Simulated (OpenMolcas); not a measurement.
**Cr²⁺ among point charges: CASSCF and CASPT2 levels and susceptibility**

Aim: the splitting of the states of Cr²⁺ in the field of 6 point charges, its lowest levels with spin-orbit coupling and its magnetic susceptibility.

The numbers are computed with OpenMolcas 26.06 (state-averaged CASSCF and CASPT2, spin-orbit coupling by RASSI with atomic mean-field integrals), except any that are marked as measured or tabulated.

## Step 1: Starting point

* Species: Cr²⁺ (chromium, Z = 24, 22 electrons)
* Basis: ANO-RCC-VDZP [5s4p2d1f], 34 functions
* Scalar Hamiltonian: DKH2, point nucleus
* Inactive shells: 1s 2s 2p 3s 3p
* Active space: 4 electrons in 5 orbitals (3d)
* Some configurations of this space: 3d⁴
* Orbitals: optimised for each spin and parity, averaged over all roots

The outer shells:

3d4
```
3d [↑ ][↑ ][↑ ][↑ ][  ]
```

The ion sits among 6 point charges of -2.2 e arranged as an octahedron (Oh), 1.77 Å from the ion.

Each step is its own input file, run in one work folder so that later steps find the files of earlier ones. Labels, J, g values, rates, χT and fits are worked out afterwards by a script from the matrices that RASSI stores. The input lists half of the charges; inversion (Group=XYZ) makes the rest.

## Step 2: Basis and integrals

a.inp

```
&GATEWAY
Coord
1

Cr 0.0 0.0 0.0
Basis=ANO-RCC-VDZP
Group=XYZ
NoMove
AngMom=0.0 0.0 0.0
AMFI
XField
3 Angstrom 0
1.770000 0.000000 0.000000 -2.200000
0.000000 1.770000 0.000000 -2.200000
0.000000 0.000000 1.770000 -2.200000
&SEWARD
```

On the command line:

```console
$ OMP_NUM_THREADS=1 MOLCAS_MEM=1689 MOLCAS_PROJECT=a pymolcas a.inp > a.log
```

Log:

```text
Basis set label: CR.ANO-RCC...5S4P2D1F.

      Electronic valence basis set:
      ------------------
      Associated Effective Charge  24.000000 au
      Associated Actual Charge     24.000000 au
      Nuclear Model: Point charge

      Shell  nPrim  nBasis  Cartesian Spherical Contaminant
         s      21       5        X
         p      15       4        X
         d      10       2                 X
         f       6       1                 X
                  Relativistic Douglas-Kroll-Hess integrals:
                    - DKH order of Hamiltonian: 2
                    - DKH order of Properties : 0
                  Atomic mean-field integrals
```

## Step 3: CASSCF: quintets of even parity, 5 roots

a.inp

```
&RASSCF
FileOrb=start.orb
Symmetry=1
Spin=5
nActEl=4 0 0
Inactive=3 6
Ras2=5 0
CIRoot=5 5 1
SDav=5
CIMx=300
Iter=120 100
PrWF=0.3
OrbListing=Nothing
MaxOrb=0
>>> COPY $Project.JobIph JOB001
```

On the command line:

```console
$ OMP_NUM_THREADS=1 MOLCAS_MEM=1689 MOLCAS_PROJECT=a pymolcas a.inp > a.log
```

start.orb holds the contracted functions of the basis, ordered by shell, or the orbitals of the step before.

Log, shortened:

```text
[...]
      Number of active orbitals                  5
[...]
      Spin quantum number                      2.0
[...]
      Active orbitals                            5   0
[...]
      Number of CSFs                             5
      Number of root(s) required                 5
[...]
      Convergence after 10 iterations
[...]
      Natural orbitals and occupation numbers for root  1
      sym 1:   1.000000   1.000000   1.000000   1.000000  -0.000000
      Natural orbitals and occupation numbers for root  2
      sym 1:   1.000000   1.000000   0.000000   1.000000   1.000000
      Natural orbitals and occupation numbers for root  3
      sym 1:   0.000000   1.000000   1.000000   1.000000   1.000000
::    RASSCF root number  1 Total energy:  -1056.83925851
::    RASSCF root number  2 Total energy:  -1056.83925851
::    RASSCF root number  3 Total energy:  -1056.77655937
::    RASSCF root number  4 Total energy:  -1056.77655937
::    RASSCF root number  5 Total energy:  -1056.77655937
```

## Step 4: Reference wave functions, triplets of even parity, 45 roots

a.inp

```
&RASSCF
FileOrb=start.orb
Symmetry=1
Spin=3
nActEl=4 0 0
Inactive=3 6
Ras2=5 0
CIRoot=45 45 1
SDav=45
CIMx=300
Iter=120 100
PrWF=0.3
OrbListing=Nothing
MaxOrb=0
>>> COPY $Project.JobIph JOB002
```

Log, shortened:

```text
[...]
      Number of active orbitals                  5
[...]
      Spin quantum number                      1.0
[...]
      Active orbitals                            5   0
[...]
      Number of CSFs                            45
      Number of root(s) required                45
[...]
      Convergence after  8 iterations
[...]
      Natural orbitals and occupation numbers for root  1
      sym 1:   0.997814   1.933524   0.018528   1.001769   0.048365
      Natural orbitals and occupation numbers for root  2
      sym 1:   1.008027   1.944509   0.018230   0.990576   0.038659
      Natural orbitals and occupation numbers for root  3
      sym 1:   1.942685   1.011773   0.043208   0.986865   0.015469
::    RASSCF root number  1 Total energy:  -1056.80285547
::    RASSCF root number  2 Total energy:  -1056.80285547
::    RASSCF root number  3 Total energy:  -1056.80285547
[...]
::    RASSCF root number 27 Total energy:  -1056.66499495
::    RASSCF root number 28 Total energy:  -1056.66460213
::    RASSCF root number 29 Total energy:  -1056.66460213
::    RASSCF root number 30 Total energy:  -1056.64921662
```

## Step 5: CASSCF: singlets of even parity, 50 roots

a.inp

```
&RASSCF
FileOrb=start.orb
Symmetry=1
Spin=1
nActEl=4 0 0
Inactive=3 6
Ras2=5 0
CIRoot=50 50 1
SDav=50
CIMx=300
Iter=120 100
PrWF=0.3
OrbListing=Nothing
MaxOrb=0
>>> COPY $Project.JobIph JOB003
```

On the command line:

```console
$ OMP_NUM_THREADS=1 MOLCAS_MEM=1689 MOLCAS_PROJECT=a pymolcas a.inp > a.log
```

Log, shortened:

```text
[...]
      Number of active orbitals                  5
[...]
      Spin quantum number                      0.0
[...]
      Active orbitals                            5   0
[...]
      Number of CSFs                            50
      Number of root(s) required                50
[...]
      Convergence after  8 iterations
[...]
      Natural orbitals and occupation numbers for root  1
      sym 1:   1.871853   0.998298   0.096512   0.998549   0.034787
      Natural orbitals and occupation numbers for root  2
      sym 1:   1.008580   1.879586   0.031163   0.988706   0.091965
      Natural orbitals and occupation numbers for root  3
      sym 1:   1.007428   0.989839   0.031166   1.879591   0.091977
::    RASSCF root number  1 Total energy:  -1056.75972095
::    RASSCF root number  2 Total energy:  -1056.75972095
::    RASSCF root number  3 Total energy:  -1056.75972095
[...]
::    RASSCF root number 27 Total energy:  -1056.62534384
::    RASSCF root number 28 Total energy:  -1056.61534446
::    RASSCF root number 29 Total energy:  -1056.59169129
::    RASSCF root number 30 Total energy:  -1056.59169129
```

## Step 6: State interaction with spin-orbit coupling

a.inp

```
&RASSI
NrOfJobIphs=3 5 45 50
1 2 3 4 5
1 2 3 4 5 6 7 8 9 10 11 12 13 14 15 16 17 18 19 20 21 22 23 24 25 26 27
28 29 30 31 32 33 34 35 36 37 38 39 40 41 42 43 44 45
1 2 3 4 5 6 7 8 9 10 11 12 13 14 15 16 17 18 19 20 21 22 23 24 25 26 27
28 29 30 31 32 33 34 35 36 37 38 39 40 41 42 43 44 45 46 47 48 49 50
IphNames
JOB001
JOB002
JOB003
EJob
SpinOrbit
DIPRint=1.0
SOCoupling=1000.0
Subsets=2
Property=9
'ANGMOM' 1 'ANGMOM' 2 'ANGMOM' 3 'MLTPL  1' 1 'MLTPL  1' 2 'MLTPL  1' 3
'AMFI' 1 'AMFI' 2 'AMFI' 3
SOProperty=3
'ANGMOM' 1 'ANGMOM' 2 'ANGMOM' 3
```

On the command line:

```console
$ OMP_NUM_THREADS=1 MOLCAS_MEM=1689 MOLCAS_PROJECT=a pymolcas a.inp > a.log
```

Log, shortened:

```text
SPIN-FREE ENERGIES:
  (Shifted by EMIN (a.u.) =      -1056.8392585081)
 SF State       Relative EMIN(au)   Rel lowest level(eV)    D:o, cm**(-1)      L_eff
     1             0.0000000000        0.0000000000              0.0000         2.0
     2             0.0000000000        0.0000000000              0.0000         2.0
     6             0.0364030353        0.9905770529           7989.5427         3.9
     7             0.0364030353        0.9905770529           7989.5427         3.9
     8             0.0364030353        0.9905770529           7989.5427         3.9
     3             0.0626991356        1.7061303949          13760.8697         2.0
     4             0.0626991356        1.7061303949          13760.8697         2.0
     5             0.0626991356        1.7061303949          13760.8697         2.0
    51             0.0795375580        2.1643272108          17456.4762         4.7
    52             0.0795375586        2.1643272279          17456.4764         4.7
[...]
Eigenvalues of complex Hamiltonian:
   -----------------------------------
  (Shifted by EMIN (a.u.) =      -1056.8392585081)
 SO State       Relative EMIN(au)   Rel lowest level(eV)    D:o, cm**(-1)     J-value
     1            -0.0001199213        0.0000000000              0.0000         2.3
     2            -0.0000929081        0.0007350659              5.9287         2.6
     3            -0.0000929081        0.0007350659              5.9287         2.6
     4            -0.0000929081        0.0007350659              5.9287         1.5
     5            -0.0000660602        0.0014656335             11.8211         2.3
     6            -0.0000660602        0.0014656335             11.8211         2.3
     7            -0.0000420669        0.0021185258             17.0871         2.3
     8            -0.0000420669        0.0021185258             17.0871         2.4
     9            -0.0000420669        0.0021185258             17.0871         2.4
    10            -0.0000180349        0.0027724697             22.3615         2.4
    11             0.0356072498        0.9721858519           7841.2077         3.6
[...]
```

These steps: 25 s of run time, 1 thread of Arm Neoverse V1, shared host.

States without spin-orbit coupling:

| state | degeneracy | E (cm-1) | free-ion L (%) |
| --- | --- | --- | --- |
| 5E | 2 | 0 | D (100) |
| 3T1 | 3 | 7990 | H (43) |
| 5T2 | 3 | 13761 | D (100) |
| 1T2 | 3 | 17456 | G (54) |
| 1E | 2 | 18742 | I (67) |
| 3T1 | 3 | 19006 | H (46) |
| 3E | 2 | 19155 | H (90) |
| 3T2 | 3 | 19870 | F (55) |
| 3A1 | 1 | 22283 | G (100) |
| 3A2 | 1 | 22323 | F (100) |
| 1A1 | 1 | 24357 | G (41) |
| 3E | 2 | 26693 | G (59) |
| 1T2 | 3 | 28330 | I (62) |
| 1A2 | 1 | 28445 | I (94) |
| 1T1 | 3 | 30273 | G (46) |
| 3T1 | 3 | 30358 | H (45) |
| 3T2 | 3 | 32900 | H (39) |
| 1E | 2 | 33967 | D (56) |
| 3T1 | 3 | 35430 | F (41) |
| 3T2 | 3 | 38246 | D (42) |
| 3E | 2 | 38333 | D (58) |
| 3T2 | 3 | 41709 | G (51) |
| 1T2 | 3 | 42385 | I (87) |
| 1A1 | 1 | 44221 | S (48) |

With spin-orbit coupling:

```tsv
E (cm-1)	Degeneracy	Label	2S+1
0.0	1	A1	5
5.9	3	T1	5
11.8	2	E	5
17.1	3	T2	5
22.4	1	A2	5
7841	1	A1	3
7933	3	T1	3
8090	3	T2	3
8096	2	E	3
13664	1	A1	5
13666	3	T1	5
13669	3	T2	5
13824	2	E	5
13825	3	T1	5
13928	3	T2	5
17410	3	T2	1
18658	2	E	1
18805	1	A1	3
18922	3	T1	3
19171	3	T1	3
19176	2	E	3
19179	3	T2	3
19193	3	T2	3
19845	3	T1	3
```

The table of states holds 24 of 43 computed; the rest, higher up, is left out.

Powder χT (cm³ K/mol): 1.32 at 2 K, 2.32 at 5 K, 2.73 at 10 K, 2.89 at 20 K, 2.94 at 50 K, 2.96 at 100 K, 2.96 at 150 K, 2.97 at 200 K, 2.97 at 250 K, 2.97 at 300 K.

Orbitals of the lowest block (energies include the constant potential of the surroundings):

| shell | space | energy (hartree) | mean occupation | ⟨r²⟩ (bohr²) |
| --- | --- | --- | --- | --- |
| 1s | inactive | -218.9778 | 2.000 | 0.00539 |
| 2s | inactive | -23.5359 | 2.000 | 0.100 |
| 2p | inactive | -19.1733 | 6.000 | 0.0824 |
| 3s | inactive | -0.2926 | 2.000 | 0.927 |
| 3p | inactive | 0.9993 | 6.000 | 1.08 |
| 3d | RAS2 |  | 4.000 | 2.12 |

## Step 7: CASPT2: IPEA 0.25, imaginary shift 0.1 (closed shells correlated: 3s 3p)

a.inp

```
>>> COPY JOB001 $Project.JobIph
&CASPT2
Multistate=5 1 2 3 4 5
NoMult
Frozen=2 3
IPEA=0.25
Imaginary=0.1
MaxIter=60
WThr=0.0 0.3 0.05
PrWF=0.5
NoMix
>>> COPY JOB002 $Project.JobIph
&CASPT2
Multistate=45 1 2 3 4 5 6 7 8 9 10 11 12 13 14 15 16 17 18 19 20 21 22
23 24 25 26 27 28 29 30 31 32 33 34 35 36 37 38 39 40 41 42 43 44 45
NoMult
Frozen=2 3
IPEA=0.25
Imaginary=0.1
MaxIter=60
WThr=0.0 0.3 0.05
PrWF=0.5
NoMix
>>> COPY JOB003 $Project.JobIph
&CASPT2
Multistate=50 1 2 3 4 5 6 7 8 9 10 11 12 13 14 15 16 17 18 19 20 21 22
23 24 25 26 27 28 29 30 31 32 33 34 35 36 37 38 39 40 41 42 43 44 45 46
47 48 49 50
NoMult
Frozen=2 3
IPEA=0.25
Imaginary=0.1
MaxIter=60
WThr=0.0 0.3 0.05
PrWF=0.5
NoMix
```

Log, shortened:

```text
[...]
      Active orbitals                            5   0
[...]
      E2 (Variational):          -0.3140404158
      Total energy:           -1057.1532989239
[...]
::    CASPT2 Root  1     Total energy:  -1057.15329892
::    CASPT2 Root  2     Total energy:  -1057.15323354
[...]
::    CASPT2 Root 27     Total energy:  -1056.96268156
::    CASPT2 Root 28     Total energy:  -1056.95724979
::    CASPT2 Root 29     Total energy:  -1056.92169950
::    CASPT2 Root 30     Total energy:  -1056.92169979
```

This run took 7.8 s in all on 1 thread of Arm Neoverse V1, shared host.

SS-CASPT2: lowest energy less the reference's lowest, -0.3140 hartree; reference weights 0.919 to 0.946.

States without spin-orbit coupling:

| state | degeneracy | E (cm-1) | free-ion L (%) |
| --- | --- | --- | --- |
| 5E | 2 | 0 | D (100) |
| 3T1 | 3 | 4715 | H (43) |
| 1T2 | 3 | 12608 | G (54) |
| 1E | 2 | 14355 | I (67) |
| 3T1 | 3 | 15901 | H (46) |
| 5T2 | 3 | 16073 | D (100) |
| 3T2 | 3 | 16566 | F (55) |
| 1A1 | 1 | 17230 | G (41) |
| 3E | 2 | 17357 | H (90) |
| 3A1 | 1 | 18766 | G (100) |
| 3A2 | 1 | 19081 | F (100) |
| 3E | 2 | 23120 | G (59) |
| 1T2 | 3 | 24847 | I (62) |
| 1A2 | 1 | 25584 | I (94) |
| 1T1 | 3 | 26277 | G (46) |
| 3T1 | 3 | 28516 | H (45) |
| 1E | 2 | 29074 | D (56) |
| 3T2 | 3 | 31276 | H (39) |
| 3T2 | 3 | 34488 | D (42) |
| 3T1 | 3 | 35713 | F (41) |
| 3E | 2 | 36276 | D (58) |
| 3T2 | 3 | 40535 | G (51) |
| 1A1 | 1 | 40554 | S (48) |
| 1T1 | 3 | 41293 | F (48) |

With spin-orbit coupling:

| E (cm-1) | Degeneracy | Label | 2S+1 |
| --- | --- | --- | --- |
| 0 | 1 | A1 | 5 |
| 9 | 3 | T1 | 5 |
| 17 | 2 | E | 5 |
| 24 | 3 | T2 | 5 |
| 32 | 1 | A2 | 5 |
| 4580 | 1 | A1 | 3 |
| 4680 | 3 | T1 | 3 |
| 4830 | 3 | T2 | 3 |
| 4840 | 2 | E | 3 |
| 12610 | 3 | T2 | 1 |
| 14340 | 2 | E | 1 |
| 15510 | 1 | A1 | 3 |
| 15640 | 3 | T1 | 3 |
| 15840 | 3 | T2 | 5 |
| 15910 | 2 | E | 3 |
| 16010 | 3 | T1 | 5 |
| 16150 | 3 | T2 | 5 |
| 16170 | 1 | A1 | 5 |
| 16170 | 2 | E | 3 |
| 16170 | 3 | T1 | 5 |
| 16230 | 3 | T2 | 3 |
| 16680 | 3 | T1 | 3 |
| 16720 | 2 | E | 3 |
| 16730 | 1 | A2 | 3 |

Powder χT (cm³ K/mol): 0.93 at 2 K, 1.97 at 5 K, 2.56 at 10 K, 2.83 at 20 K, 2.93 at 50 K, 2.96 at 100 K, 2.96 at 150 K, 2.97 at 200 K, 2.97 at 250 K, 2.97 at 300 K.

A ligand-field fit to the states below 45000 cm-1 gives 10Dq = 16176 cm-1, B = 853 cm-1 and C = 3105 cm-1 (C/B = 3.64), with a deviation of 966 cm-1.

## Step 8: The methods side by side

A. CASSCF
B. SS-CASPT2, IPEA 0.25, imaginary shift 0.1 (closed shells correlated: 3s 3p)

| method | ground state | first state of that spin (cm-1) | first gap with spin-orbit (cm-1) | χT at 300 K |
| --- | --- | --- | --- | --- |
| A | 5E | 5T2 13760 | 5.9 | 2.97 |
| B | 5E | 5T2 16070 | 8.7 | 2.97 |

## Step 9: What came out

| quantity | value |
| --- | --- |
| method | SS-CASPT2, IPEA 0.25, imaginary shift 0.1 (closed shells correlated: 3s 3p) |
| spin-free ground state | 5E, 2-fold in its orbital part |
| first state of the same spin within the active space | 5T2 at 16100 cm⁻¹ |
| lowest level | 1-fold A1 |
| next level | 8.7 cm⁻¹ |
| χT at 300 K | 2.97 cm³ K/mol |
| effective moment at 300 K | 4.88 μB |

Cost by method:

| method | time of its own steps | time with the reference |
| --- | --- | --- |
| A. CASSCF | 25 s | 25 s |
| B. SS-CASPT2, IPEA 0.25, imaginary shift 0.1, +3s 3p | 7.8 s | 33 s |

Times are of one thread on a shared host.

What this shows: The spin-free ground state (5E) comes to 100 % from free-ion D terms and keeps the highest spin of the shell. χT at 300 K is 2.97, against 3.01 cm³ K/mol for the spin alone; near agreement at one temperature doesn't show that the orbital moment is quenched. An active space of the d shell alone favours high spin; real ions in strong fields can be low spin. A ligand-field fit to the states below 45000 cm-1 gives 10Dq = 16176 cm-1, B = 853 cm-1 and C = 3105 cm-1 (C/B = 3.64), with a deviation of 966 cm-1. CASPT2 does not keep the components of a term degenerate, and the means are used. An orbital doublet at a regular site is open to a Jahn-Teller distortion, which this geometry leaves out. The field of point charges can differ much from that of real complexes. With metal d orbitals alone active, the gaps between spin states are rough; where two lie within a few thousand cm-1, their order is open. Point charges carry no covalency, so the field is a model and not that of real ligands.
